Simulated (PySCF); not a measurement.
# Gd(SH)2: other functionals and bases at one geometry

How far do other levels of theory move the description of Gd(SH)2, and what does each cost? It is a constructed species; whether it can be made isn't addressed.

Program: PySCF 2.14.0. Level of theory: several levels, as the steps say, no spin–orbit coupling. These are calculated values, not measurements.

1 further run of the same task is left out (for a known fault of the program).

## (1) Where the work starts

5 atoms, charge 0, spin multiplicity 1.

Bond lengths: Gd1–S2 2.737 Å, Gd1–S4 2.737 Å, S2–H3 1.355 Å, S4–H5 1.355 Å. Angles: S2–Gd1–S4 126.4°, Gd1–S2–H3 94.8°, Gd1–S4–H5 94.8°.

As a file:

```xyz
5

Gd    0.0000    0.0000   -0.3332
S     2.4434   -0.0355    0.9005
H     3.1404   -0.2797   -0.2357
S    -2.4434    0.0355    0.9005
H    -3.1404    0.2797   -0.2357
```

Formal oxidation states: Gd +2. Each metal's 8 4f electrons lie in its core potential, so multiplicities, spins and levels count the valence alone. For divalent La, Ce, Gd or Lu the extra electron is normally 5d or 6s, so this core forces an excited configuration. An earlier session relaxed this geometry at PBE0, Gd lcecp-0-SVP with ECP54, S def2-SVP, H def2-SVP (singlet, point group C2).

At PBE0 on the finer grid: E = -827.034478 Eh, frontier levels not given, since the 4f levels lie in the core, Mulliken charge on Gd1 +0.70 e, largest force component 0.005 eV/Å. 

Levels to run: M06-L; TPSS; PBE0, TZVP. Hardware: 2 threads of Intel Xeon Platinum 8259CL at 2.50GHz (Skylake/Cascade Lake), shared host.

## (2) M06-L

The input, run.py (the lines that set the calculation):

```python
mol = gto.M(atom='''
Gd     0.00000     0.00000    -0.33325
S      2.44338    -0.03545     0.90049
H      3.14039    -0.27969    -0.23566
S     -2.44338     0.03545     0.90049
H     -3.14039     0.27969    -0.23566''',
    basis={'Gd': 'lcecp-0-SVP', 'S': 'def2-SVP', 'H': 'def2-SVP'},
    ecp={'Gd': 'lcecp-0-SVP'},
    charge=0, spin=0)
mf = dft.RKS(mol, xc='M06L')
mf.grids.atom_grid = (75, 302)  # f atoms: unpruned, at least (60, 302)
mf = mf.density_fit()  # fitting sets: Gd AutoAux, S def2-universal-JKFIT, H def2-universal-JKFIT
mf.conv_tol = 1e-08; mf.max_cycle = 55
mf.kernel(dm0)  # dm0: the density of the relaxed state
```

Launch:

```bash
$ OMP_NUM_THREADS=2 python run.py
```

## (3) TPSS

run.py (the lines that set the calculation): that of step 2 with these lines changed.

```diff
@@ -9,3 +9,3 @@
     charge=0, spin=0)
-mf = dft.RKS(mol, xc='M06L')
+mf = dft.RKS(mol, xc='TPSS')
 mf.grids.atom_grid = (75, 302)  # f atoms: unpruned, at least (60, 302)
```

## (4) PBE0, TZVP

Basis: Gd lcecp-0-TZVP with ECP54, S def2-TZVP, H def2-TZVP. 

The input, run.py (the lines that set the calculation):

```python
mol = gto.M(atom='''
Gd     0.00000     0.00000    -0.33325
S      2.44338    -0.03545     0.90049
H      3.14039    -0.27969    -0.23566
S     -2.44338     0.03545     0.90049
H     -3.14039     0.27969    -0.23566''',
    basis={'Gd': 'lcecp-0-TZVP', 'S': 'def2-TZVP', 'H': 'def2-TZVP'},
    ecp={'Gd': 'lcecp-0-TZVP'},
    charge=0, spin=0)
mf = dft.RKS(mol, xc='PBE0')
mf.grids.atom_grid = (75, 302)  # f atoms: unpruned, at least (60, 302)
mf = mf.density_fit()  # fitting sets: Gd AutoAux, S def2-universal-JKFIT, H def2-universal-JKFIT
mf.conv_tol = 1e-08; mf.max_cycle = 55
mf.kernel(dm0)  # dm0: free metal ions and neutral atoms
```

Q: Predict the outcome of this session. Wanted: for each run, charge on Gd1; dipole; largest force.

**Answer**, as computed:

| level | state | charge on Gd1 (e) | dipole (D) | largest force (eV/Å) | basis functions | time |
| --- | --- | --- | --- | --- | --- | --- |
| PBE0 (relaxed here) | singlet | 0.70 | 7.94 | 0.01 | 77 | 11 s |
| M06-L | singlet | 0.82 | 8.27 | 0.18 | 77 | 6.7 s |
| TPSS | singlet | 0.66 | 7.70 | 0.20 | 77 | 6.8 s |
| PBE0, TZVP | singlet | 1.07 | 7.85 | 0.20 | 133 | 12 s |

Times are on 2 threads of Intel Xeon Platinum 8259CL at 2.50GHz (Skylake/Cascade Lake), shared host; the first row also made further properties.

The largest leftover force, 0.20 eV/Å with TPSS, stands at a geometry relaxed at another level. The Mulliken charge on Gd spans +0.66 to +1.07 e over the levels. With 4f in the core, its levels are missing from HOMO and gap. Total energies of different levels can't be compared. Spin–orbit coupling is left out throughout.
